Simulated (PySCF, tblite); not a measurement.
# C₅H₆BFO₂: geometry, infrared bands and NMR shifts

Aim: predict the infrared bands and NMR shifts of C₅H₆BFO₂ (`C=CC1=[O+][BH2-]OC(F)=C1`).

The runs use tblite 0.8.0 and PySCF 2.14.0, with density-fitted response routines of our own; the level of theory stands in each step. All values are computed, except where a source is named. Atoms are numbered from 0 throughout.

## 1. The molecule as given

15 atoms, charge 0, multiplicity 1; geometry from: force field or distance geometry start.

Bonds of the start (Å): C0–C1 1.34, C1–C2 1.46, C2–O3 1.25, O3–B4 1.50, B4–O5 1.49, O5–C6 1.39, C6–F7 1.36, C6–C8 1.32, C8–C2 1.46, C0–H9 1.08, C0–H10 1.09, C1–H11 1.08, B4–H12 1.19, B4–H13 1.20, C8–H14 1.09.

## 2. Geometry optimisation with GFN2-xTB

Job settings and geometry (Å):

```
{"job": {"kind": "relax", "xc": "GFN2-xTB", "basis": "xTB"}, "charge": 0, "multiplicity": 1}
C      2.598900    -0.391000    -0.524900
C      1.648700     0.552300    -0.616300
C      0.303100     0.229700    -0.151400
O      0.075600    -0.913700     0.286200
B     -1.258000    -1.369600     0.792300
O     -2.307300    -0.323700     0.690000
C     -1.976000     0.929900     0.179500
F     -2.930500     1.893700     0.102000
C     -0.754400     1.235800    -0.230500
H      3.608600    -0.172500    -0.852600
H      2.359700    -1.382400    -0.129000
H      1.881000     1.538800    -1.003000
H     -1.557800    -2.312700     0.125500
H     -1.147800    -1.734900     1.929200
H     -0.548100     2.228200    -0.618900
```

On the command line:

```
OMP_NUM_THREADS=1 python probes_run.py task.json out
```

One launch serves the whole session: the jobs run in the order shown.

**Question.** This job is followed by: GFN2-xTB harmonic vibrations, gas phase; GIAO PBE0/pcSseg-1 NMR shielding, non-relativistic, gas phase. Predict these results of the whole session: strongest single infrared mode (GFN2-xTB); zero-point energy (GFN2-xTB); 13C shifts against TMS (PBE0/pcSseg-1); 1H shifts against TMS (PBE0/pcSseg-1, means over atoms taken as alike); 17O shifts against H2O (PBE0/pcSseg-1); 11B shifts against BF3·OEt2 (PBE0/pcSseg-1); 19F shifts against CFCl3 (PBE0/pcSseg-1).

**Answer**, as computed:

```
                                                              quantity                                 value
                             strongest single infrared mode (GFN2-xTB)                1466 cm⁻¹, 1083 km/mol
                                          zero-point energy (GFN2-xTB)                         64.0 kcal/mol
                                13C shifts against TMS (PBE0/pcSseg-1)  189.0, 182.8, 142.3, 139.6, 83.2 ppm
1H shifts against TMS (PBE0/pcSseg-1, means over atoms taken as alike)      7.03, 6.41, 6.30, 4.83, 4.28 ppm
                                17O shifts against H2O (PBE0/pcSseg-1)                      241.4, 234.4 ppm
                           11B shifts against BF3·OEt2 (PBE0/pcSseg-1)                               5.5 ppm
                              19F shifts against CFCl3 (PBE0/pcSseg-1)                              -8.7 ppm
```

**Reading.** Relaxing lowered the energy by 0.684 eV in 28 steps; the close pair that moved most is O5–C6, from 1.394 to 1.245 Å. No mode is imaginary among the 39: a minimum at this level. The strongest single mode, at 1466 cm⁻¹, moves mainly C8 and C2. GFN2-xTB is a fitted tight-binding method: band positions and strengths are rough. Its intensities can rank the bands wrongly. C2 (ketone carbonyl carbon) lies farthest downfield among carbon, at 189.0 ppm; the double bond to the heteroatom, with no lone-pair donor beside it, deshields it most. At PBE0/pcSseg-1: The largest span, 463 ppm, is at O3, where the paramagnetic term is -307 ppm.
